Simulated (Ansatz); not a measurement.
# BCCD(T)/cc-pVDZ run of BBr2F (dibromofluoroborane)

Aim: the vertical singlet–triplet gap of BBr2F (dibromofluoroborane) at BCCD(T)/cc-pVDZ, from 2 runs. 

The results are computed with Ansatz 0.2.0.

49 further runs of the same task are left out: 49 set aside as unsound or not needed.

### Step 1. The structure to begin with

BBr2F: 4 atoms, total charge 0, spin state singlet. As SMILES, `FB(Br)Br`. Geometry: relaxed at PBE0-D4/def2-TZVP.

Bond lengths: F1–B2 1.307 Å, B2–Br3 1.901 Å, B2–Br4 1.901 Å. Angles: F1–B2–Br3 119.1°, F1–B2–Br4 119.1°, Br3–B2–Br4 121.7°.

### Step 2. The energy at BCCD(T)/cc-pVDZ

in.yaml

```yaml
crystal:
  periodic: [false, false, false]
  atoms:
    - {symbol: F, position_ang: [1.316550, 0.465960, 0.364370]}
    - {symbol: B, position_ang: [0.123960, 0.043770, 0.034160]}
    - {symbol: Br, position_ang: [-0.483040, -1.629420, 0.701450]}
    - {symbol: Br, position_ang: [-0.957470, 1.119690, -1.099980]}
basis:
  gaussian:
    orbitals: cc-pVDZ
accuracy: high
correlation:
  method: bccd_t
  frozen_orbitals: {B: 1, Br: 9, F: 1}
scf:
  omitted_lower_state_checks: [cluster_reference, increment]
```

Command:

```sh
$ ansatz run in.yaml --threads 1 --pin off --max-ram 3480MiB --events-out events.jsonl --progress --plain --runs-dir runs
```

Log (excerpt; [...] marks lines left out):

```text
Warning: RAYON_NUM_THREADS=1 ignored (pool sized by the plan → 1); use --threads N
Functional definition: HF
  name "HF"
[...]
1658 factors; integrals over basis functions are off by at most 4.6e-9 eV
[...]
mean field -143377.65478360 eV, -5269.0316284324 hartree, gradient 4.7e-8 eV, S^2 0.000000; 0 other end points of the search recorded, 0 dependent functions left out
20 core orbitals not correlated: weight in the atoms' cores, before any rotation towards them, 1.000 or more for the frozen orbitals, at most 0.000 for the correlated occupied ones
reference -143377.65478360 eV, -5269.0316284324 hartree; 22, 22 occupied and 40, 40 virtual orbitals, 1658 factors
second order -14.23695939 eV of doubles, -0.00000000 eV of singles
cycle   1  -14.38251408 eV  change   -1.5e-1 eV  update   9.0e-2
[...]
cycle  19  -14.71073592 eV  change    1.6e-9 eV  update   2.0e-9
perturbative correction -0.40420744 eV, -0.0148543495 hartree
Total energy: -143392.76972696 eV, -5269.5870923556 hartree
Checks for a lower state left out: cluster_reference, increment
```

Run time: 11 s. Hardware: 1 thread of AMD EPYC 9R45 (Zen 5), shared host; peak memory 0.47 GiB.

### Step 3. The triplet, same level

run.yaml

```yaml
crystal:
  periodic: [false, false, false]
  atoms:
    - {symbol: F, position_ang: [1.316550, 0.465960, 0.364370]}
    - {symbol: B, position_ang: [0.123960, 0.043770, 0.034160]}
    - {symbol: Br, position_ang: [-0.483040, -1.629420, 0.701450]}
    - {symbol: Br, position_ang: [-0.957470, 1.119690, -1.099980]}
basis:
  gaussian:
    orbitals: cc-pVDZ
magnetization:
  spin_polarized: true
  initial_magnetization: 2
correlation:
  method: bccd_t
  frozen_orbitals: {B: 1, Br: 9, F: 1}
accuracy: high
scf:
  omitted_lower_state_checks: [cluster_reference, increment]
```

Command:

```sh
$ ansatz run run.yaml --threads 1 --pin off --max-ram 3480MiB --events-out events.jsonl --progress --plain --runs-dir runs
```

Log (excerpt; [...] marks lines left out):

```text
Warning: RAYON_NUM_THREADS=1 ignored (pool sized by the plan → 1); use --threads N
Functional definition: HF
  name "HF"
[...]
1658 factors; integrals over basis functions are off by at most 4.6e-9 eV
[...]
mean field -143371.43983678 eV, -5268.8032333493 hartree, gradient 2.7e-8 eV, S^2 2.020572; 14 other end points of the search recorded, 0 dependent functions left out
20 core orbitals not correlated: weight in the atoms' cores, before any rotation towards them, 1.000 or more for the frozen orbitals, at most 0.000 for the correlated occupied ones
reference -143371.43983678 eV, -5268.8032333493 hartree; 23, 21 occupied and 39, 41 virtual orbitals, 1658 factors
second order -13.67599492 eV of doubles, -0.00000000 eV of singles
cycle   1  -14.03886340 eV  change   -3.6e-1 eV  update   1.0e-1
[...]
cycle  47  -14.55406490 eV  change  -2.6e-10 eV  update   3.3e-9
perturbative correction -0.42911092 eV, -0.0157695354 hartree
Total energy: -143386.42301259 eV, -5269.3538549045 hartree
Checks for a lower state left out: cluster_reference, increment
```

Wall time 92 s (1 thread of AMD EPYC 9R45 (Zen 5), shared host); peak memory 1 GiB.

### Step 4. What came out

Level: BCCD(T)/cc-pVDZ, 20 core orbitals frozen.

```
                                             quantity           value
                                singlet: total energy  -5269.58709 Eh
singlet: correlation energy (20 core orbitals frozen)      -555.5 mEh
                              singlet: (T) correction      -14.85 mEh
                                triplet: total energy  -5269.35385 Eh
triplet: correlation energy (20 core orbitals frozen)      -550.6 mEh
                              triplet: (T) correction      -15.77 mEh
           triplet: ⟨S²⟩ of the reference determinant           2.021
     vertical energy of the triplet above the singlet        6.347 eV
```

What this shows: At this shape the triplet lies 6.35 eV (612 kJ/mol) above the singlet. The triples (singlet) make up 2.7 % of the correlation energy. The triples (triplet) make up 2.9 % of the correlation energy.
